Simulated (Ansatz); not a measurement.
# CH₃F₂Sb: up Jacob's ladder to CCSD(T)

The task here is to estimate one member of a computed series from the others.

Program: Ansatz 0.2.0, Gaussian basis. Level of theory: functionals in def2-TZVPP, the program's frozen cores in correlated methods. These are calculated values, not measurements.

The runs, in order: LDA (SPW92), PBE-D4, revPBE-D4, BLYP-D4, r2SCAN-D4, B97M-V, PBE0-D4, B3LYP-D4, r2SCANh-D4, r2SCAN0-D4, HSE06-D4, BHLYP-D4, CAM-B3LYP-D4, LC-ωPBE, ωB97X-V, ωB97M-V, B2PLYP, PBE-QIDH; CCSD(T)/def2-SVP; CCSD(T)/def2-TZVPP; MP2/def2-QZVPP; extrapolation to the limit; RPA on PBE.

## The geometry

All runs share one geometry, relaxed beforehand with PBE0-D4 in a triple-zeta def2 set. Sb takes the def2 core potential; no spin-orbit term is included.

SMILES `[CH3][Sb]([F])[F]`, 7 atoms, charge 0, spin multiplicity 1.

Atoms are counted from 1 here; the program's logs count them from 0.

Bond lengths: C1–Sb2 2.127 Å, C1–H5 1.091 Å, C1–H6 1.091 Å, C1–H7 1.091 Å, Sb2–F3 1.909 Å, Sb2–F4 1.909 Å. Angles: Sb2–C1–H5 110.1°, Sb2–C1–H6 110.2°, Sb2–C1–H7 107.4°, H5–C1–H6 109.4°, H5–C1–H7 109.8°, H6–C1–H7 109.8°, C1–Sb2–F3 93.2°, C1–Sb2–F4 93.2°, F3–Sb2–F4 95.3°.

The first run:

in.yaml reads:

```yaml
crystal:
  periodic: [false, false, false]
  atoms:
    - {symbol: C, position_ang: [-0.272978, 0.786975, -0.216945]}
    - {symbol: Sb, position_ang: [-0.347063, -1.070488, 0.816250]}
    - {symbol: F, position_ang: [1.493546, -0.990070, 1.314479]}
    - {symbol: F, position_ang: [-0.054703, -2.088233, -0.771601]}
    - {symbol: H, position_ang: [-1.170986, 0.915511, -0.823701]}
    - {symbol: H, position_ang: [-0.194696, 1.610386, 0.495045]}
    - {symbol: H, position_ang: [0.608179, 0.767918, -0.859327]}
basis:
  gaussian: {orbitals: def2-TZVPP}
hamiltonian: {xc: lda}
output: {orbitals: {seedname: orbitals}}
```

Among the steps run: LDA; PBE-D4 (GGA); revPBE-D4 (GGA); BLYP-D4 (GGA); r2SCAN-D4 (meta-GGA); B97M-V (meta-GGA); PBE0-D4 (hybrid); B3LYP-D4 (hybrid); r2SCANh-D4 (hybrid); r2SCAN0-D4 (hybrid); HSE06-D4 (hybrid); BHLYP-D4 (hybrid); CAM-B3LYP-D4 (range-separated); LC-ωPBE-D4 (range-separated; the results give it without D4); ωB97X-V (range-separated); ωB97M-V (range-separated); B2PLYP (double hybrid); PBE-QIDH (double hybrid).

One table of the session follows, with a row left open; its other results are not shown here.

It belongs to the step «Orbital energies across the functionals». 

| functional | HOMO (eV) | gap (eV) |
| --- | --- | --- |
| LDA (SPW92) | -6.84 | 4.53 |
| PBE-D4 | -6.64 | 4.60 |
| revPBE-D4 | -6.58 | 4.64 |
| BLYP-D4 | -6.54 | 4.55 |
| r2SCAN-D4 | -6.94 | 5.11 |
| B97M-V | ? | ? |
| PBE0-D4 | -7.85 | 6.58 |
| B3LYP-D4 | -7.67 | 6.12 |
| r2SCANh-D4 | -7.39 | 5.84 |
| r2SCAN0-D4 | -8.05 | 6.91 |
| HSE06-D4 | -7.46 | 5.81 |
| BHLYP-D4 | -8.94 | 8.42 |
| CAM-B3LYP-D4 | -9.16 | 8.82 |
| LC-ωPBE | -10.40 | 11.25 |
| ωB97X-V | -10.08 | 10.80 |
| ωB97M-V | -9.98 | 10.49 |

Q: Estimate the row for B97M-V from the others.

**Answer.** HOMO (eV): -6.92; gap (eV): 5.05. In the column «HOMO (eV)» it lies between r2SCAN-D4 (-6.94) and LDA (SPW92) (-6.84).
